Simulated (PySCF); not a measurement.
# [IrH3]+: from HF to coupled cluster

How much do the numbers for [IrH3]+ (quartet) hang on the method? All levels run at one geometry, the PBE0 minimum.

Program: PySCF 2.14.0. Level of theory: several methods, basis Ir def2-TZVP with ECP60, H def2-TZVP, scalar-relativistic core potentials, no spin–orbit coupling, density fitting. These are calculated values, not measurements.

## (1) The system as given

4 atoms, charge 1, spin multiplicity 4.

Bond lengths: Ir1–H2 1.927 Å, Ir1–H3 1.927 Å, Ir1–H4 1.591 Å, H2–H3 0.806 Å. Angles: H2–Ir1–H3 24.1°, H2–Ir1–H4 140.9°, H3–Ir1–H4 140.9°, Ir1–H2–H3 77.9°, Ir1–H3–H2 77.9°.

Z-matrix (Å, degrees; charge 1 multiplicity 4):
```
Ir
H  1 1.9271
H  1 1.9271 2 24.14
H  1 1.5908 2 140.85 3 -105.23
```

## (2) PBE0

The steps are one call of a driver around PySCF; scf.py gives each level's set-up. Each SCF starts from the density of the minimum. The driver also runs the species with one electron less or more at the same geometry (one less: multiplicity 3, one more: multiplicity 3); their logs are not shown.

scf.py

```python
from pyscf import gto, scf, dft
mol = gto.M(atom='''
Ir    -0.005766    -0.009196    -0.008560
H      1.292289     1.302497     0.546524
H      0.609498     1.730614     0.546522
H     -0.797845    -1.272458     0.545812''',
    basis={'Ir': 'def2-TZVP', 'H': 'def2-TZVP'},
    ecp={'Ir': 'def2-TZVP'},
    charge=1, spin=3)
mf = dft.UKS(mol, xc='PBE0')
mf.grids.atom_grid = (99, 590)
aux = {'Ir': 'def2-universal-JKFIT', 'H': 'def2-universal-JKFIT'}
mf = mf.density_fit(auxbasis=aux)
mf.kernel()
```

## (3) HF

scf.py, as its differences from that of step 2:

```diff
@@ -10,2 +10 @@
-mf = dft.UKS(mol, xc='PBE0')
-mf.grids.atom_grid = (99, 590)
+mf = scf.UHF(mol)
```

## (4) MP2

scf.py, as its differences from that of step 3:

```diff
@@ -13,0 +14,2 @@
+from pyscf.mp import dfump2
+dfump2.DFUMP2(mf, frozen=0).kernel()  # the driver gives MP2 a fitting basis of its own (RI)
```

## (5) PBE

scf.py, as its differences from that of step 4:

```diff
@@ -10 +10,2 @@
-mf = scf.UHF(mol)
+mf = dft.UKS(mol, xc='PBE')
+mf.grids.atom_grid = (99, 590)
@@ -14,2 +14,0 @@
-from pyscf.mp import dfump2
-dfump2.DFUMP2(mf, frozen=0).kernel()  # the driver gives MP2 a fitting basis of its own (RI)
```

## (6) CCSD(T)

scf.py, as its differences from that of step 5:

```diff
@@ -10,2 +10 @@
-mf = dft.UKS(mol, xc='PBE')
-mf.grids.atom_grid = (99, 590)
+mf = scf.UHF(mol)
@@ -14,0 +14,3 @@
+from pyscf import cc
+mycc = cc.CCSD(mf, frozen=0).run()
+mycc.ccsd_t()
```

(Steps that only read results are left out.)

What does the calculation give? Wanted: vertical ionisation energy, CCSD(T); vertical electron affinity, CCSD(T); orbital gap, range; T1, D1; T1, D1 of the species with one electron less; T1, D1 of the species with one electron more.

The runs gave:

| quantity | value |
| --- | --- |
| vertical ionisation energy, CCSD(T) | 17.12 eV |
| vertical electron affinity, CCSD(T) | 8.37 eV |
| orbital gap, range | 0.83 (PBE) to 11.22 (HF) eV |
| T1, D1 | 0.023, 0.098 |
| T1, D1 of the species with one electron less | 0.051, 0.210 |
| T1, D1 of the species with one electron more | 0.034, 0.171 |

For the vertical ionisation energy, PBE comes nearest to CCSD(T) (+0.26 eV) and HF is farthest (-0.74 eV). CCSD(T) took 96 s, about 8 times as long as PBE (12 s), which misses it by 0.26 eV. Against CCSD(T), the vertical electron affinity is best met by MP2 (+0.17 eV) and worst by HF (-1.35 eV). PBE's −ε(HOMO), 13.4 eV, falls 3.7 eV short of the ionisation energy, while its energy difference gives 17.4 eV. T1 of the species with one electron less is large, so the CCSD(T) value that rests on it is in doubt and small misses rank nothing. Spin contamination is strong in at least one of the open-shell species at HF, MP2, CCSD(T). Open d and f shells are described by one determinant, and the ground state may have another occupation or spin. With an element this heavy the missing spin–orbit coupling can shift these numbers.
